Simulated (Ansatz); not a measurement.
# CH6BFOSSi: the cost of one run

Program: Ansatz 0.2.0. Level of theory: RKS PBE0-D4/STO-3G. These are calculated values, not measurements.

**1. The starting structure**

Bond lengths: B1–O2 1.465 Å, O2–Si3 1.695 Å, Si3–C4 1.905 Å, Si3–F5 1.693 Å, Si3–S6 2.149 Å, B1–H7 1.140 Å, B1–H8 1.226 Å, C4–H9 1.038 Å, C4–H10 1.127 Å, C4–H11 1.161 Å, S6–H12 1.432 Å. Angles (14 of 17 angles, heavy atoms first): B1–O2–Si3 104.8°, O2–Si3–C4 113.3°, O2–Si3–F5 111.7°, O2–Si3–S6 110.1°, C4–Si3–F5 106.9°, C4–Si3–S6 107.3°, F5–Si3–S6 107.3°, O2–B1–H7 122.5°, O2–B1–H8 116.2°, Si3–C4–H9 112.7°, Si3–C4–H10 106.4°, Si3–C4–H11 106.8°, Si3–S6–H12 92.5°, H7–B1–H8 120.9°.

Coordinates:

```xyz
12

B    -1.9190    0.3514    0.9950
O    -1.5538    0.4895   -0.4167
Si    0.1411    0.5039   -0.4259
C     0.9101   -1.1784    0.0317
F     0.7631    1.6421    0.6627
S     0.8648    1.0259   -2.3806
H    -2.1309   -0.6601    1.4769
H    -2.1313    1.3948    1.6031
H     1.9477   -1.1612    0.0194
H     0.4384   -1.9400   -0.6516
H     0.5146   -1.4519    1.0881
H     2.2321    0.9287   -1.9680
```

**2. Preparing the start**

input.yaml

```yaml
crystal:
  periodic: [false, false, false]
  atoms:
    - { symbol: B, position_ang: [-1.919, 0.3514, 0.995] }
    - { symbol: O, position_ang: [-1.5538, 0.4895, -0.4167] }
    - { symbol: Si, position_ang: [0.1411, 0.5039, -0.4259] }
    - { symbol: C, position_ang: [0.9101, -1.1784, 0.0317] }
    - { symbol: F, position_ang: [0.7631, 1.6421, 0.6627] }
    - { symbol: S, position_ang: [0.8648, 1.0259, -2.3806] }
    - { symbol: H, position_ang: [-2.1309, -0.6601, 1.4769] }
    - { symbol: H, position_ang: [-2.1313, 1.3948, 1.6031] }
    - { symbol: H, position_ang: [1.9477, -1.1612, 0.0194] }
    - { symbol: H, position_ang: [0.4384, -1.94, -0.6516] }
    - { symbol: H, position_ang: [0.5146, -1.4519, 1.0881] }
    - { symbol: H, position_ang: [2.2321, 0.9287, -1.968] }
basis:
  gaussian: { orbitals: STO-3G }
hamiltonian:
  xc: pbe0
  dispersion: d4
relax:
  f_tol: 0.02
  max_steps: 40
scf:
  lower_state_search: "off"
```

The run is started by

```bash
> ansatz run input.yaml --threads 1 --pin off --max-ram 2048MiB --backend cpu --events-out ev --progress --plain --runs-dir out
```

Q: Estimate wall time and peak memory on 1 thread of AMD EPYC 7R13 (Zen 3), shared host.

About 78 s, with a peak of 0.21 GiB.
